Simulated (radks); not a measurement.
**Valence configurations of Tc⁺**

Aim: which of several valence configurations of Tc⁺ lies lowest at this level, and whether it is the one NIST lists ([Kr] 4d5 5s1).

The numbers are computed with radks (a radial shooting solver on a logarithmic mesh, Libxc functionals) version 1 (scalar-relativistic Kohn-Sham, r2SCAN, spin-unpolarised, spherical densities, finite nucleus), except any that are marked as measured or tabulated.

## Step 1: What is computed

```
element            : technetium (Z = 43)
charge             : +1
electrons          : 42
configuration      : [Kr] 4d5 5s1
nuclear rms radius : 4.4112 fm
others tried       : 4d4.5 5s1 5p0.5; 4d5 5p1; 4d4 5s1 5p1; 4d3 5s1 5p2; 4d5 5s0.5 5p0.5; 4d6; 4d4 5s2; 4d2 5s1 5p3; 4d5.5 5s0.5
```

The outer shells:

Tc⁺
```
[Kr] core
4d [↑ ][↑ ][↑ ][↑ ][↑ ]
5s [↑ ]
```

## Step 2: [Kr] 4d5 5s1

The run's settings:

```text
Z 43
configuration [Kr] 4d5 5s1
relativity scalar-relativistic
functional r2scan,r2scan
spin unpolarised
nucleus finite rms 4.4112 fm
c 137.035999084
```

## Step 3: [Kr] 4d4.5 5s1 5p0.5

Input: that of step 2 with these lines changed.

```diff
@@ -1,3 +1,3 @@
 Z 43
-configuration [Kr] 4d5 5s1
+configuration [Kr] 4d4.5 5s1 5p0.5
 relativity scalar-relativistic
```

## Step 4: [Kr] 4d5 5p1

Input: that of step 3 with these lines changed.

```diff
@@ -1,3 +1,3 @@
 Z 43
-configuration [Kr] 4d4.5 5s1 5p0.5
+configuration [Kr] 4d5 5p1
 relativity scalar-relativistic
```

## Step 5: [Kr] 4d4 5s1 5p1

Input: that of step 4 with these lines changed.

```diff
@@ -1,3 +1,3 @@
 Z 43
-configuration [Kr] 4d5 5p1
+configuration [Kr] 4d4 5s1 5p1
 relativity scalar-relativistic
```

## Step 6: [Kr] 4d3 5s1 5p2

Input: that of step 5 with these lines changed.

```diff
@@ -1,3 +1,3 @@
 Z 43
-configuration [Kr] 4d4 5s1 5p1
+configuration [Kr] 4d3 5s1 5p2
 relativity scalar-relativistic
```

## Step 7: [Kr] 4d5 5s0.5 5p0.5

Input: that of step 6 with these lines changed.

```diff
@@ -1,3 +1,3 @@
 Z 43
-configuration [Kr] 4d3 5s1 5p2
+configuration [Kr] 4d5 5s0.5 5p0.5
 relativity scalar-relativistic
```

## Step 8: [Kr] 4d6

Input: that of step 7 with these lines changed.

```diff
@@ -1,3 +1,3 @@
 Z 43
-configuration [Kr] 4d5 5s0.5 5p0.5
+configuration [Kr] 4d6
 relativity scalar-relativistic
```

## Step 9: [Kr] 4d4 5s2

Input: that of step 8 with these lines changed.

```diff
@@ -1,3 +1,3 @@
 Z 43
-configuration [Kr] 4d6
+configuration [Kr] 4d4 5s2
 relativity scalar-relativistic
```

## Step 10: [Kr] 4d2 5s1 5p3

Input: that of step 9 with these lines changed.

```diff
@@ -1,3 +1,3 @@
 Z 43
-configuration [Kr] 4d4 5s2
+configuration [Kr] 4d2 5s1 5p3
 relativity scalar-relativistic
```

## Step 11: [Kr] 4d5.5 5s0.5

Input: that of step 10 with these lines changed.

```diff
@@ -1,3 +1,3 @@
 Z 43
-configuration [Kr] 4d2 5s1 5p3
+configuration [Kr] 4d5.5 5s0.5
 relativity scalar-relativistic
```

Q: Predict the outcome of this session. Wanted: for each run, valence; E − E(NIST configuration); highest level; its energy; 1s shift.

The runs gave:

| valence | E − E(NIST configuration) (eV) | highest level | its energy (eV) | 1s shift (eV) |
| --- | --- | --- | --- | --- |
| 4d6 | -2.292 | 4d | -11.388 | +3.88 |
| 4d5.5 5s0.5 | -1.297 | 5s | -10.449 | +1.99 |
| 4d5 5s1 | 0.000 | 5s | -11.256 | +0.00 |
| 4d5 5s0.5 5p0.5 | 2.318 | 5p | -6.947 | -0.67 |
| 4d4 5s2 | 3.532 | 5s | -12.812 | -4.28 |
| 4d4.5 5s1 5p0.5 | 4.076 | 5p | -7.439 | -2.75 |
| 4d5 5p1 | 4.605 | 5p | -7.282 | -1.32 |
| 4d4 5s1 5p1 | 8.745 | 5p | -8.242 | -5.59 |
| 4d3 5s1 5p2 | 19.999 | 5p | -9.687 | -11.47 |
| 4d2 5s1 5p3 | 33.948 | 5p | -10.998 | -17.64 |

Theory disagrees with NIST here: 4d6 comes out 2.292 eV lower. The energies are those of spherical spin-averaged densities, not of single terms. The 1s eigenvalue shifts by up to 17.64 eV as the valence charge is rearranged.
